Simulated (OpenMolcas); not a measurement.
# SOS-MP2/def2-TZVPD (RICD fitting, core potential) run of InSiH5 (SMILES [SiH3][InH2])

Aim: the energy change on altering one bond length of InSiH5 at SOS-MP2/def2-TZVPD (RICD fitting, core potential), from 2 runs. 

The results are computed with OpenMolcas 26.06.

9 further runs of the same task are left out: 2 that didn't finish, 7 set aside as unsound or not needed.

### Step 1. Starting point

The species is InSiH5 (7 atoms), meant as a singlet with charge 0. SMILES: `[SiH3][InH2]`. The coordinates come from a PBE0-D4/def2-TZVP relaxation.

Bond lengths: Si1–In2 2.575 Å, Si1–H3 1.488 Å, Si1–H4 1.491 Å, Si1–H5 1.491 Å, In2–H6 1.729 Å, In2–H7 1.730 Å. Angles: Si1–In2–H6 122.1°, Si1–In2–H7 119.9°, In2–Si1–H3 113.2°, In2–Si1–H4 110.5°, In2–Si1–H5 110.1°, H6–In2–H7 118.0°, H3–Si1–H4 107.8°, H3–Si1–H5 107.7°, H4–Si1–H5 107.3°.

### Step 2. A single-point energy at SOS-MP2/def2-TZVPD (RICD fitting, core potential)

File test.input:

```
* H5InSi SOS-MP2

&GATEWAY
 BasLib=$CurrDir
 Coord
 7
 angstrom
 Si      -0.667100      -0.641500      -0.642100
 In       0.830800       0.837600       0.840500
 H       -2.119900      -0.371100      -0.463600
 H       -0.432000      -2.083300      -0.345900
 H       -0.338000      -0.425500      -2.080000
 H        0.179100       2.062100       1.872000
 H        2.547100       0.621800       0.819100
 Basis=def2-TZVPD
 Group=NoSym
 RICD

&SEWARD

&SCF
 PrOrbitals=1 2

&MBPT2
 SOSMP2
 Frozen=9
```

The basis set def2-TZVPD is read from a file made from the Basis Set Exchange's data (not shown).

The run is started by

```console
$ export MOLCAS_MEM=1860
$ pymolcas test.input > test.log
```

Log:

```text
--- Start Module: gateway ---
[...]
--- Stop Module: gateway /rc=_RC_ALL_IS_WELL_ ---
[...]
      Basis functions          144
[...]
--- Start Module: scf ---
[...]
       Convergence after  10 Iterations
[...]
::    Total SCF energy                               -481.0318999728
[...]
      Total spin, S                                     0.0000000000
[...]
      Total electronic charge=   40.000000
      Total            charge=   -0.000000
[...]
      Dipole Moment (debye):
      Origin of the operator (angstrom)=    0.5181    0.5280    0.5301
                   X= -5.1889E-02               Y=  3.3159E-02               Z=  3.7423E-02           Total=  7.2059E-02
      Quadrupole Moment (debye*angstrom):
[...]
--- Stop Module: scf /rc=_RC_ALL_IS_WELL_ ---
[...]
--- Start Module: mbpt2 ---
[...]
WARNING!
Default frozen orbitals as non valence orbitals is overwritten by user input.
Default values:   2
[...]
::    Total MBPT2 energy                             -481.4231174557
[...]
--- Stop Module: mbpt2 /rc=_RC_ALL_IS_WELL_ ---
[...]
```

Run time: 9.3 s. Hardware: 1 thread of Arm Neoverse V1, shared host.

### Step 3. The distorted shape

File test.input:

```
* H5InSi SOS-MP2
>>> EXPORT MOLCAS_PRINT=2

&GATEWAY
 BasLib = $CurrDir
 Coord
 7
 angstrom
 Si      -0.732252      -0.519084      -0.538978
 In       0.765648       0.960016       0.943622
 H       -2.185052      -0.248684      -0.360478
 H       -0.497152      -1.960884      -0.242778
 H       -0.403152      -0.303084      -1.976878
 H        0.179100       2.062100       1.872000
 H        2.481948       0.744216       0.922222
 Basis = def2-TZVPD
 Group = NoSym
 RICD

&SEWARD

&SCF
 PrOrbitals = 1 2

&MBPT2
 SOSMP2
 Frozen = 9
```

The basis set def2-TZVPD is read from a file made from the Basis Set Exchange's data (not shown).

The run is started by

```console
$ export MOLCAS_MEM=1860
$ pymolcas test.input > test.log
```

Log:

```text
--- Start Module: gateway ---
[...]
--- Stop Module: gateway /rc=_RC_ALL_IS_WELL_ ---
[...]
      Basis functions          144
[...]
--- Start Module: scf ---
[...]
       Convergence after  10 Iterations
[...]
::    Total SCF energy                               -481.0219137645
[...]
      Total spin, S                                     0.0000000000
[...]
      Total electronic charge=   40.000000
      Total            charge=   -0.000000
[...]
      Dipole Moment (debye):
      Origin of the operator (angstrom)=    0.4534    0.6496    0.6325
                   X= -1.6438E-01               Y=  3.7750E-01               Z=  3.3476E-01           Total=  5.3065E-01
      Quadrupole Moment (debye*angstrom):
[...]
--- Stop Module: scf /rc=_RC_ALL_IS_WELL_ ---
[...]
--- Start Module: mbpt2 ---
[...]
WARNING!
Default frozen orbitals as non valence orbitals is overwritten by user input.
Default values:   2
[...]
::    Total MBPT2 energy                             -481.4150934685
[...]
--- Stop Module: mbpt2 /rc=_RC_ALL_IS_WELL_ ---
[...]
```

Run time: 9.6 s. Hardware: 1 thread of Arm Neoverse V1, shared host.

### Step 4. Outcome

At SOS-MP2/def2-TZVPD (RICD fitting, core potential), 9 core orbitals frozen:

| quantity | value |
| --- | --- |
| first shape: total energy | -481.42312 Eh |
| first shape: dipole moment (mean-field density) | 0.07 D |
| first shape: HOMO energy (Hartree–Fock orbitals) | -9.69 eV |
| first shape: LUMO energy (Hartree–Fock orbitals) | 0.32 eV |
| first shape: HOMO–LUMO gap (Hartree–Fock orbitals) | 10.01 eV |
| first shape: correlation energy (9 core orbitals frozen) | -391.2 mEh |
| distorted shape: total energy | -481.41509 Eh |
| distorted shape: dipole moment (mean-field density) | 0.53 D |
| distorted shape: HOMO energy (Hartree–Fock orbitals) | -9.64 eV |
| distorted shape: LUMO energy (Hartree–Fock orbitals) | 0.34 eV |
| distorted shape: HOMO–LUMO gap (Hartree–Fock orbitals) | 9.98 eV |
| distorted shape: correlation energy (9 core orbitals frozen) | -393.2 mEh |
| energy change with the In2–H6 bond shortened from 1.729 to 1.556 Å | 0.218 eV |

With the In2–H6 bond shortened from 1.729 to 1.556 Å the energy rises by 0.22 eV (5.0 kcal/mol). The first shape isn't relaxed at this level, so the change isn't measured from a minimum. Mulliken charges (distorted shape) of the mean-field density run from -0.21 on H6 to +0.63 on In2; in a basis this large or diffuse they mean little.
